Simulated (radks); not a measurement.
# Ni in [Ar] 3d8 4s2: an all-electron calculation

One table from this session's results is given with a row withheld; the runs are named, their logs left out.

The numbers are computed with radks (a radial shooting solver on a logarithmic mesh, Libxc functionals) version 1 (Dirac Kohn-Sham, exchange-only PBE, spin-unpolarised, spherical densities, point nucleus; open shells are shared between the two j in proportion to 2j + 1), except any that are marked as measured or tabulated.

### The atom as given

* element: nickel (Z = 28)
* charge: 0
* electrons: 28
* configuration: [Ar] 3d8 4s2

The outer shells:

Ni
```
[Ar] core
3d [↑↓][↑↓][↑↓][↑ ][↑ ]
4s [↑↓]
```

Set-up of the first run:

Input:

```text
Z 28
configuration [Ar] 3d8 4s2 4p0 5s0 4d0 4f0
relativity Dirac
functional pbe,
spin unpolarised
j_filling average
nucleus point
c 137.035999084
```

One of the session's tables, all rows but one given; the rest of the session is left out.

It belongs to the step «Orbitals and density». Sizes of the orbitals, from the radial functions (bohr):

| level | <r> | outermost maximum (interpolated) | 90 % within | nodes |
| --- | --- | --- | --- | --- |
| 1s1/2 | ? | ? | ? | ? |
| 2s1/2 | 0.2447 | 0.205 | 0.379 | 1 |
| 2p1/2 | 0.2131 | 0.163 | 0.349 | 0 |
| 2p3/2 | 0.2163 | 0.166 | 0.354 | 0 |
| 3s1/2 | 0.7399 | 0.639 | 1.11 | 2 |
| 3p1/2 | 0.7718 | 0.641 | 1.19 | 1 |
| 3p3/2 | 0.7820 | 0.649 | 1.21 | 1 |
| 3d3/2 | 1.011 | 0.627 | 1.79 | 0 |
| 3d5/2 | 1.020 | 0.630 | 1.81 | 0 |
| 4s1/2 | 2.871 | 2.24 | 4.48 | 3 |
| 4p1/2 | 4.886 | 3.39 | 8.06 | 2 |
| 4p3/2 | 4.977 | 3.46 | 8.21 | 2 |

**Question.** Estimate the row for 1s1/2.

**Answer.** <r>: 0.05409; outermost maximum (interpolated): 0.0354; 90 % within: 0.0966; nodes: 0. In the column «<r>» it is the lowest.

To keep in mind: Spin polarisation and multiplet splitting are left out.
